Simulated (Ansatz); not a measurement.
Consider a rigid torsion scan of BH4NSe, SMILES NB[SeH] (Ansatz 0.2.0, Python API).

`torsion_bh4nse.py`
```python
import ansatz as az
from ase import Atoms

atoms = Atoms(["N", "B", "Se", "H", "H", "H", "H"], positions=[
    (-0.9352, 0.1337, -0.6487),
    (0.2402, 0.3196, 0.2232),
    (1.9337, -0.5737, -0.311),
    (-1.6654, -0.2206, -0.0711),
    (-1.2846, 1.1368, -0.9376),
    (0.1879, 0.9719, 1.2188),
    (1.5846, -1.8357, 0.4807),
])

first = (
    az.Crystal.molecule_from_ase(atoms).calculation()
    .basis(gaussian="def2-SVP")
    .functional("cam_b3lyp")
    .relax(force_tolerance=0.02, max_steps=80)
)
atoms.positions = first.run(threads=1).report["positions_ang"]

start = atoms.get_dihedral(2, 1, 0, 3)
energies = {}
for turn in range(0, 360, 40):
    turned = atoms.copy()
    turned.set_dihedral(2, 1, 0, 3, start + turn, indices=[0, 3, 4])
    setup = az.Crystal.molecule_from_ase(turned).calculation()
    setup = setup.basis(gaussian="def2-SVP")
    setup = setup.functional("cam_b3lyp")
    energies[round((start + turn) % 360)] = setup.run(threads=1).report["free_energy_ev"]
floor = min(energies.values())
print("dihedral Se2-B1-N0-H3 (deg)   E - E(min) (eV)")
for angle, e in sorted(energies.items()):
    print(f"{angle:8d} {(e - floor):14.3f}  " + "#" * int(30 * (e - floor) / max(max(energies.values()) - floor, 1e-9)))
```

Where along the turn do the lowest and the highest point lie, and how far apart are they?

The lowest point is at 180° and the highest at 100°, 1.121 eV (108.2 kJ/mol) above it, with the rest of the molecule held.

The run itself:

```console
$ python torsion_bh4nse.py
dihedral Se2-B1-N0-H3 (deg)   E - E(min) (eV)
      20          0.112  ###
      60          0.805  #####################
     100          1.121  #############################
     140          0.402  ##########
     180          0.000
     220          0.402  ##########
     260          1.121  ##############################
     300          0.805  #####################
     340          0.112  ###
```

The scan is rigid and the energies are electronic, in a modest basis. With rigid groups the curve can differ much from the relaxed path, the start wasn't checked as a minimum of this torsion, and equivalent turns needn't return to the same energy. Hardware and time: 38 s on 1 thread of Intel(R) Xeon(R) 6975P-C (Granite Rapids), with other jobs on the host, peak memory 0.26 GiB.

(Lines on the test bed's own set-up are left out of the output.)
